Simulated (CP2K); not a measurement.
The system is Ta3AsAu2O13.

```xyz
19
Lattice="7.3352 0.0000 0.0000 -0.1581 7.3335 0.0000 -0.1581 -0.1615 7.3317" Properties=species:S:1:pos:R:3 pbc="T T T"
Ta    1.5680    4.1596    1.6942
Ta    1.5680    1.6022    4.1959
Ta    4.1248    1.6573    1.6942
As    3.9221    4.0076    4.0968
Au    6.7776    6.9252    7.0795
Au    5.2717    5.3865    5.5065
O     2.8288    4.8300    2.9975
O     2.8288    2.8904    4.8948
O     4.7679    2.9322    2.9975
O     3.5885    0.0381    2.6412
O     2.5618    3.6445    0.0963
O    -0.0392    2.5615    3.6458
O     2.5618    0.0160    3.6458
O    -0.0392    3.5885    2.6412
O     3.5885    2.6397    0.0963
O     0.6686    5.4682    0.8038
O     0.6686    0.6832    5.4846
O     5.4525    0.7863    0.8038
O     2.1647    2.2118    2.2611
```

The cell was built by a generator and needn't be a form met in nature.

Base run:

```yaml
Program: CP2K 2026.2
Functional: r2SCAN
Potentials_or_basis: GTH_POTENTIALS Ta GTH-PBE-q13, As GTH-PBE-q5, Au GTH-PBE-q11, O GTH-PBE-q6; DZVP-MOLOPT-SR-GTH basis
Density_cutoff: 12245 eV
k_mesh: 3 × 3 × 3
Occupations: fermi-dirac, width 0.05 eV
Spin: no spin polarisation
```

Its results: band gap on the k mesh 1.36 eV, indirect (least direct gap 1.37 eV); pressure -3.0 GPa.

The run is repeated on the same cell with these changes: functional from r2SCAN to PBEsol. What comes out?

Band gap on the k mesh 1.03 eV, indirect (least direct gap 1.04 eV); pressure -2.5 GPa.

r2SCAN gives the wider gap, since meta-GGAs in the generalised Kohn-Sham scheme recover part of the derivative discontinuity.

Caveats: the potentials were made for another functional, which shifts forces and pressure; spin-orbit coupling is left out, which moves the levels of the heavy elements; an odd mesh through Γ misses points on the zone boundary, where band edges often lie; the basis of atomic orbitals isn't converged, which shifts pressures, moduli and gaps.
